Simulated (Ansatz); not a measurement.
# C4H9NSeSi: small, medium and large basis sets

Aim: see how fast density functionals converge with the basis set for C4H9NSeSi.

Program: Ansatz 0.2.0, Gaussian basis. Level of theory: one geometry, several basis sets. These are calculated values, not measurements.

Levels to be run: PBE0-D4/def2-SVP; ωB97M-V/def2-SVP; PBE0-D4/def2-QZVPP; ωB97M-V/def2-QZVPP; the functionals' def2-TZVPP values are taken from earlier runs.

## (1) Structure used throughout

An earlier PBE0-D4 in a triple-zeta def2 set relaxation fixed the geometry.

SMILES `C=C([SiH3])CC(N)=[Se]`, 16 atoms, charge 0, spin multiplicity 1.

Atoms are counted from 1 here; the program's logs count them from 0.

Bond lengths: C1–C2 1.333 Å, C1–H8 1.085 Å, C1–H9 1.089 Å, C2–Si3 1.877 Å, C2–C4 1.506 Å, Si3–H10 1.486 Å, Si3–H11 1.486 Å, Si3–H12 1.486 Å, C4–C5 1.511 Å, C4–H13 1.098 Å, C4–H14 1.090 Å, C5–N6 1.329 Å, C5–Se7 1.795 Å, N6–H15 1.006 Å, N6–H16 1.009 Å. Angles: C2–C1–H8 122.0°, C2–C1–H9 121.6°, H8–C1–H9 116.4°, C1–C2–Si3 120.4°, C1–C2–C4 121.1°, Si3–C2–C4 118.5°, C2–Si3–H10 108.5°, C2–Si3–H11 109.6°, C2–Si3–H12 110.6°, H10–Si3–H11 110.0°, H10–Si3–H12 109.7°, H11–Si3–H12 108.5°, C2–C4–C5 113.4°, C2–C4–H13 109.9°, C2–C4–H14 111.5°, C5–C4–H13 107.1°, C5–C4–H14 107.5°, H13–C4–H14 107.1° and more.

## (2) PBE0-D4 in def2-SVP

Input file in.yaml:

```yaml
crystal:
  periodic: [false, false, false]
  atoms:
    - {symbol: C, position_ang: [-0.714187, -1.669566, -0.774506]}
    - {symbol: C, position_ang: [-0.141954, -0.827509, 0.086331]}
    - {symbol: Si, position_ang: [1.672394, -1.009578, 0.530111]}
    - {symbol: C, position_ang: [-0.929378, 0.285816, 0.726273]}
    - {symbol: C, position_ang: [-0.523779, 1.660450, 0.247912]}
    - {symbol: N, position_ang: [-0.307090, 1.749687, -1.060371]}
    - {symbol: Se, position_ang: [-0.389749, 3.064379, 1.357569]}
    - {symbol: H, position_ang: [-0.160117, -2.475124, -1.245866]}
    - {symbol: H, position_ang: [-1.771017, -1.596946, -1.026662]}
    - {symbol: H, position_ang: [2.229605, -2.159007, -0.228868]}
    - {symbol: H, position_ang: [1.807546, -1.252436, 1.990048]}
    - {symbol: H, position_ang: [2.419912, 0.227994, 0.187392]}
    - {symbol: H, position_ang: [-1.996714, 0.167262, 0.498882]}
    - {symbol: H, position_ang: [-0.828787, 0.272721, 1.811684]}
    - {symbol: H, position_ang: [-0.042146, 2.635561, -1.456850]}
    - {symbol: H, position_ang: [-0.324560, 0.926296, -1.643080]}
basis:
  gaussian: {orbitals: def2-SVP}
hamiltonian: {xc: pbe0, dispersion: d4}
output: {orbitals: {seedname: orbitals}}
```

On the command line:

```
> ansatz run in.yaml --threads 2 --pin off --events-out ev --progress --plain --max-ram 32768MiB --backend cpu
```

Further steps of the session: ωB97M-V in def2-SVP; PBE0-D4 in def2-QZVPP; ωB97M-V in def2-QZVPP.

Q: Predict the results of all the runs planned. Wanted: PBE0-D4: double and triple zeta above quadruple; ωB97M-V: double and triple zeta above quadruple.

The runs gave:

```
                                       quantity           value
PBE0-D4: double and triple zeta above quadruple  19.01, 1.95 eV
ωB97M-V: double and triple zeta above quadruple  19.23, 1.87 eV
```

For PBE0-D4 the step from double to triple zeta gains 17.06 eV and the next only 1.95 eV. These are total energies; as a rule much of such shifts cancels in differences, which this series doesn't test.
